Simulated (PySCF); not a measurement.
# Cr⁺, Cr²⁺: ionisation energy in def2-SVP

Wanted: the ionisation energy of chromium, up a ladder of methods.

Program: PySCF 2.14.0. Level of theory: unrestricted determinants in a Gaussian basis, no spin-orbit coupling in the energies. These are calculated values, not measurements, unless marked.

## Step 1: The atom as given

| Item | Value |
| --- | --- |
| Element | chromium (Z = 24) |
| Basis | def2-SVP |
| Hamiltonian | no relativity, point nucleus |
| State 1 | Cr⁺: [Ar] 3d5, high-spin 6S determinant |
| State 2 | Cr²⁺: [Ar] 3d4, high-spin 5D determinant |
| Methods | UHF, M06-2X, PBE, MP2 |
| Core shells frozen in the correlated runs | valence: [Ar] (for Cr⁺) |

Outer shells as boxes (Hund's rule):

Cr+ [Ar] 3d5
```
[Ar] core
3d [↑ ][↑ ][↑ ][↑ ][↑ ]
```

Cr2+ [Ar] 3d4
```
[Ar] core
3d [↑ ][↑ ][↑ ][↑ ][  ]
```

The runs were made by one driver on top of PySCF. The scripts below sum up each run's settings (the driver also hands on starting orbitals that pick excited configurations, and frozen orbitals as a list rather than a count), and the logs come from the driver's own runs. The driver starts from symmetry-adapted Hartree-Fock orbitals, holds the occupation by maximum overlap and uses a logarithmic radial grid for functionals, so a plain start would take other cycles.

It was started by

```console
> OMP_NUM_THREADS=1 python atomrun2.py TASK.json OUT
```

The integrals over 31 functions and the set-up took 0.09 s of CPU time.

## Step 2: Cr⁺: the ladder of methods

Level: UHF.

input.py

```python
from pyscf import gto, scf, dft, mp, cc
import basis_set_exchange as bse
mol = gto.M(atom="Cr 0 0 0", charge=1, spin=5, symmetry="D2h",
            basis=gto.basis.parse(bse.get_basis("def2-SVP", elements=["Cr"], fmt="nwchem", header=False)))
mf = scf.UHF(mol)
mf.irrep_nelec = {'Ag': (5, 3), 'B1g': (1, 0), 'B2g': (1, 0), 'B3g': (1, 0), 'B1u': (2, 2), 'B2u': (2, 2), 'B3u': (2, 2)}
mf.kernel()
```

Level: M06-2X.

input.py, as changed from the run before:

```diff
@@ -4,3 +4,3 @@
             basis=gto.basis.parse(bse.get_basis("def2-SVP", elements=["Cr"], fmt="nwchem", header=False)))
-mf = scf.UHF(mol)
+mf = dft.UKS(mol, xc="M062X")
 mf.irrep_nelec = {'Ag': (5, 3), 'B1g': (1, 0), 'B2g': (1, 0), 'B3g': (1, 0), 'B1u': (2, 2), 'B2u': (2, 2), 'B3u': (2, 2)}
```

Level: PBE.

input.py, as changed from the run before:

```diff
@@ -4,3 +4,3 @@
             basis=gto.basis.parse(bse.get_basis("def2-SVP", elements=["Cr"], fmt="nwchem", header=False)))
-mf = dft.UKS(mol, xc="M062X")
+mf = dft.UKS(mol, xc="PBE")
 mf.irrep_nelec = {'Ag': (5, 3), 'B1g': (1, 0), 'B2g': (1, 0), 'B3g': (1, 0), 'B1u': (2, 2), 'B2u': (2, 2), 'B3u': (2, 2)}
```

Level: MP2 (valence).

input.py, as changed from the run before:

```diff
@@ -4,4 +4,5 @@
             basis=gto.basis.parse(bse.get_basis("def2-SVP", elements=["Cr"], fmt="nwchem", header=False)))
-mf = dft.UKS(mol, xc="PBE")
+mf = scf.UHF(mol)
 mf.irrep_nelec = {'Ag': (5, 3), 'B1g': (1, 0), 'B2g': (1, 0), 'B3g': (1, 0), 'B1u': (2, 2), 'B2u': (2, 2), 'B3u': (2, 2)}
 mf.kernel()
+mp.UMP2(mf, frozen=9).kernel()
```

## Step 3: Cr²⁺: the ladder of methods

Level: UHF.

input.py

```python
from pyscf import gto, scf, dft, mp, cc
import basis_set_exchange as bse
mol = gto.M(atom="Cr 0 0 0", charge=2, spin=4, symmetry="D2h",
            basis=gto.basis.parse(bse.get_basis("def2-SVP", elements=["Cr"], fmt="nwchem", header=False)))
mf = scf.UHF(mol)
mf.irrep_nelec = {'Ag': (4, 3), 'B1g': (1, 0), 'B2g': (1, 0), 'B3g': (1, 0), 'B1u': (2, 2), 'B2u': (2, 2), 'B3u': (2, 2)}
mf.kernel()
```

Level: M06-2X.

input.py, as changed from the run before:

```diff
@@ -4,3 +4,3 @@
             basis=gto.basis.parse(bse.get_basis("def2-SVP", elements=["Cr"], fmt="nwchem", header=False)))
-mf = scf.UHF(mol)
+mf = dft.UKS(mol, xc="M062X")
 mf.irrep_nelec = {'Ag': (4, 3), 'B1g': (1, 0), 'B2g': (1, 0), 'B3g': (1, 0), 'B1u': (2, 2), 'B2u': (2, 2), 'B3u': (2, 2)}
```

Level: PBE.

input.py, as changed from the run before:

```diff
@@ -4,3 +4,3 @@
             basis=gto.basis.parse(bse.get_basis("def2-SVP", elements=["Cr"], fmt="nwchem", header=False)))
-mf = dft.UKS(mol, xc="M062X")
+mf = dft.UKS(mol, xc="PBE")
 mf.irrep_nelec = {'Ag': (4, 3), 'B1g': (1, 0), 'B2g': (1, 0), 'B3g': (1, 0), 'B1u': (2, 2), 'B2u': (2, 2), 'B3u': (2, 2)}
```

Level: MP2 (valence).

input.py, as changed from the run before:

```diff
@@ -4,4 +4,5 @@
             basis=gto.basis.parse(bse.get_basis("def2-SVP", elements=["Cr"], fmt="nwchem", header=False)))
-mf = dft.UKS(mol, xc="PBE")
+mf = scf.UHF(mol)
 mf.irrep_nelec = {'Ag': (4, 3), 'B1g': (1, 0), 'B2g': (1, 0), 'B3g': (1, 0), 'B1u': (2, 2), 'B2u': (2, 2), 'B3u': (2, 2)}
 mf.kernel()
+mp.UMP2(mf, frozen=9).kernel()
```

What does the calculation give?

As calculated:

| quantity | value |
| --- | --- |
| ionisation energy, Cr⁺ | UHF 15.314, MP2 (valence) 16.040 eV; reference 16.486 |

What this shows: The methods span 2.124 eV, from UHF (15.314) to PBE (17.438). The reference is uncertain or not like for like (spin-orbit coupling or other relativistic terms), so no ranking of close methods is drawn. All values hold for this basis alone; no basis-set limit was taken.
